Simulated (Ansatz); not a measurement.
# SnSe (SMILES [Se][Sn]) at 6 levels

Wanted: a comparison of 6 runs (B2PLYP/def2-TZVP, B3LYP/def2-TZVP, PBE0/def2-TZVP, SVWN5/def2-TZVP, wB97M-V/def2-TZVP, BCCD(T)/def2-TZVP) of SnSe. 

The calculation is run with Ansatz 0.2.0.

26 further runs of the same task are left out: 26 set aside as unsound or not needed.

### Step 1. The structure to begin with

SnSe has 2 atoms, charge 0, and is taken as a singlet. As SMILES, `[Se][Sn]`. The Se1–Sn2 distance was set to 2.674 Å, away from the relaxed value.

Bond lengths: Se1–Sn2 2.674 Å.

### Step 2. The energy at B2PLYP/def2-TZVP (core potential) (run 1)

The input, in.yaml:

```yaml
crystal:
  periodic: [false, false, false]
  atoms:
    - {symbol: Se, position_ang: [0.000000, -0.000000, -0.342290]}
    - {symbol: Sn, position_ang: [-0.000000, 0.000000, 2.331810]}
basis:
  gaussian:
    orbitals: def2-TZVP
hamiltonian:
  xc: {name: B2PLYP}
correlation:
  frozen_orbitals: {Se: 9, Sn: 4}
accuracy: high
output:
  orbitals: {seedname: orbitals}
```

Run with:

```
$ ansatz run in.yaml --threads 1 --pin off --max-ram 3480MiB --events-out events.jsonl --progress --plain --runs-dir runs
```

Standard output:

```text
Warning: RAYON_NUM_THREADS=1 ignored (pool sized by the plan → 1); use --threads N
Functional definition: B2PLYP
  name "B2PLYP"
  parameter a = 0.53
  parameter c = 0.27
  exchange = (1 - a)*b88_x + a*exact_x
  correlation = (1 - c)*lyp_c + c*(mp2_os + mp2_ss)
1486 factors; integrals over basis functions are off by at most 4.6e-9 eV
mean field evaluation 1: about -71156.8918 eV, gradient 2.8e1 eV
mean field evaluation 2: about -71156.9287 eV, gradient 2.8e1 eV
mean field evaluation 4: about -71160.7818 eV, gradient 5.8e0 eV
mean field evaluation 8: about -71160.8913 eV, gradient 3.4e-1 eV
mean field evaluation 16: about -71160.8919 eV, gradient 8.5e-5 eV
mean field evaluation 32: about -71138.0973 eV, gradient 3.6e1 eV
mean field -71160.89189034 eV, -2615.1145423849 hartree, gradient 9.2e-8 eV, S^2 0.000000; 2 other end points of the search recorded, 0 dependent functions left out; unrestricted orbitals would lower it
13 core orbitals not correlated: weight in the atoms' cores, before any rotation towards them, 1.000 or more for the frozen orbitals, at most 0.000 for the correlated occupied ones
reference -71160.89190721 eV, -2615.1145430051 hartree; 15, 15 occupied and 70, 70 virtual orbitals, 1486 factors
second order -19.37131272 eV of doubles, -0.00000000 eV of singles
Total energy: -71166.12216164 eV, -2615.3067513103 hartree
```

It took 11 s on 1 thread of Arm Neoverse V2, shared host; peak memory 0.34 GiB.

### Step 3. The energy at B3LYP/def2-TZVP (core potential) (run 2)

The input, run.yaml:

```yaml
crystal:
  periodic: [false, false, false]
  atoms:
    - {symbol: Se, position_ang: [0.000000, -0.000000, -0.342290]}
    - {symbol: Sn, position_ang: [-0.000000, 0.000000, 2.331810]}
basis:
  gaussian:
    orbitals: def2-TZVP
hamiltonian:
  xc: {name: B3LYP}
accuracy: high
output:
  orbitals: {seedname: orbitals}
```

Run with:

```
$ ansatz run run.yaml --threads 1 --pin off --max-ram 3480MiB --events-out events.jsonl --progress --plain --runs-dir runs
```

Standard output:

```text
Warning: RAYON_NUM_THREADS=1 ignored (pool sized by the plan → 1); use --threads N
Functional definition: B3LYP
  name "B3LYP"
  parameter a0 = 0.2
  parameter ax = 0.72
  parameter ac = 0.81
  exchange = (1 - a0 - ax)*slater_x + ax*b88_x + a0*exact_x
  correlation = (1 - ac)*vwn_rpa_c + ac*lyp_c
1486 factors; integrals over basis functions are off by at most 4.6e-9 eV
mean field evaluation 1: about -71180.2892 eV, gradient 3.0e1 eV
mean field evaluation 2: about -71103.1101 eV, gradient 1.1e2 eV
mean field evaluation 4: about -71184.8518 eV, gradient 4.9e0 eV
mean field evaluation 8: about -71184.9205 eV, gradient 2.4e-1 eV
mean field evaluation 16: about -71184.9363 eV, gradient 2.9e-4 eV
mean field -71184.93625117 eV, -2615.9981563477 hartree, gradient 1.9e-8 eV, S^2 0.000000; 0 other end points of the search recorded, 0 dependent functions left out
reference -71184.93627761 eV, -2615.9981573192 hartree; 28, 28 occupied and 70, 70 virtual orbitals, 1486 factors
Total energy: -71184.93627761 eV, -2615.9981573192 hartree
```

Run time: 6.9 s. Hardware: 1 thread of Arm Neoverse V2, shared host; peak memory 0.27 GiB.

Run 3 isn't shown in full; the table further down has it.

### Step 4. The energy at SVWN5/def2-TZVP (core potential) (run 4)

The input, molecule.yaml:

```yaml
crystal:
  periodic: [false, false, false]
  atoms:
    - symbol: Se
      position_ang: [0.000000, -0.000000, -0.342290]
    - symbol: Sn
      position_ang: [-0.000000, 0.000000, 2.331810]
basis:
  gaussian:
    orbitals: def2-TZVP
hamiltonian:
  xc: {name: SVWN5}
accuracy: high
output: {orbitals: {seedname: orbitals}}
```

Run with:

```
$ ansatz run molecule.yaml --threads 1 --pin off --max-ram 3480MiB --events-out events.jsonl --progress --plain --runs-dir runs
```

Standard output:

```text
Warning: RAYON_NUM_THREADS=1 ignored (pool sized by the plan → 1); use --threads N
Functional definition: SVWN5
  name "SVWN5"
  exchange = slater_x
  correlation = vwn5_c
1486 factors; integrals over basis functions are off by at most 4.6e-9 eV
mean field evaluation 1: about -71075.4104 eV, gradient 3.3e1 eV
mean field evaluation 2: about -70985.2317 eV, gradient 1.2e2 eV
mean field evaluation 4: about -71080.3575 eV, gradient 4.2e0 eV
mean field evaluation 8: about -71080.3572 eV, gradient 4.2e0 eV
mean field evaluation 16: about -71080.3876 eV, gradient 1.9e-8 eV
mean field -71080.38761257 eV, -2612.1560647446 hartree, gradient 5.3e-8 eV, S^2 0.000000; 0 other end points of the search recorded, 0 dependent functions left out
reference -71080.38761493 eV, -2612.1560648316 hartree; 28, 28 occupied and 70, 70 virtual orbitals, 1486 factors
Total energy: -71080.38761493 eV, -2612.1560648316 hartree
```

It took 3.6 s on 1 thread of Arm Neoverse V2, shared host; peak memory 0.19 GiB.

Run 5 isn't shown in full; the table further down has it.

### Step 5. The energy at BCCD(T)/def2-TZVP (core potential) (run 6)

The input, run.yaml:

```yaml
crystal:
  periodic: [false, false, false]
  atoms:
    - {symbol: Se, position_ang: [0.000000, -0.000000, -0.342290]}
    - {symbol: Sn, position_ang: [-0.000000, 0.000000, 2.331810]}
basis:
  gaussian: {orbitals: def2-TZVP}
accuracy: high
scf: {omitted_lower_state_checks: [cluster_reference, increment]}
correlation: {method: bccd_t, frozen_orbitals: {Se: 9, Sn: 4}}
```

Run with:

```
$ ansatz run run.yaml --threads 1 --pin off --max-ram 3480MiB --events-out events.jsonl --progress --plain --runs-dir runs
```

Standard output (excerpt; [...] marks lines left out):

```text
Warning: RAYON_NUM_THREADS=1 ignored (pool sized by the plan → 1); use --threads N
Functional definition: HF
  name "HF"
[...]
1486 factors; integrals over basis functions are off by at most 4.6e-9 eV
[...]
mean field -71109.25018160 eV, -2613.2167445929 hartree, gradient 3.8e-8 eV, S^2 0.000000; 3 other end points of the search recorded, 0 dependent functions left out; unrestricted orbitals would lower it
13 core orbitals not correlated: weight in the atoms' cores, before any rotation towards them, 1.000 or more for the frozen orbitals, at most 0.000 for the correlated occupied ones
reference -71109.25018160 eV, -2613.2167445929 hartree; 15, 15 occupied and 70, 70 virtual orbitals, 1486 factors
second order -15.52136081 eV of doubles, -0.00000000 eV of singles
cycle   1  -14.43020721 eV  change     1.1e0 eV  update   2.1e-1
[...]
cycle  21  -15.12885525 eV  change   3.5e-10 eV  update   3.1e-9
perturbative correction -0.91066865 eV, -0.0334664558 hartree
Total energy: -71125.28970551 eV, -2613.8061862245 hartree
Checks for a lower state left out: cluster_reference, increment
```

It took 17 s on 1 thread of Arm Neoverse V2, shared host; peak memory 0.61 GiB.

### Step 6. All runs side by side

```tsv
run	level	frozen core orbitals	energy (Eh)	HOMO energy (eV)	LUMO energy (eV)	HOMO–LUMO gap (eV)	wall time
1	B2PLYP/def2-TZVP (core potential)	13	-2615.306751	-7.02	-2.24	4.78	11 s
2	B3LYP/def2-TZVP (core potential)	–	-2615.998157	-6.25	-3.31	2.93	6.9 s
3	PBE0/def2-TZVP (core potential)	–	-2615.603225	-6.43	-3.14	3.29	6.9 s
4	SVWN5/def2-TZVP (core potential)	–	-2612.156065	-5.80	-3.92	1.87	3.6 s
5	wB97M-V/def2-TZVP (core potential)	–	-2615.691840	-8.26	-1.49	6.77	45 s
6	BCCD(T)/def2-TZVP (core potential)	13	-2613.806186	–	–	–	17 s
```

### Step 7. Results

| quantity | value |
| --- | --- |
| run 6: total energy | -2613.80619 Eh |
| run 6: correlation energy (13 core orbitals frozen) | -589.4 mEh |
| run 6: (T) correction | -33.47 mEh |

Over runs 1, 2, 3, 4, 5 the HOMO–LUMO gap runs from 1.87 eV (SVWN5/def2-TZVP) to 6.77 eV (wB97M-V/def2-TZVP). Totals of different functionals can't be ranked against each other. In runs 1, 6 the log says that unrestricted orbitals would lower the reference, so the values rest on an unstable closed-shell determinant (other closed-shell runs at this shape may share the fault). All runs together took 90 s, the longest 45 s.
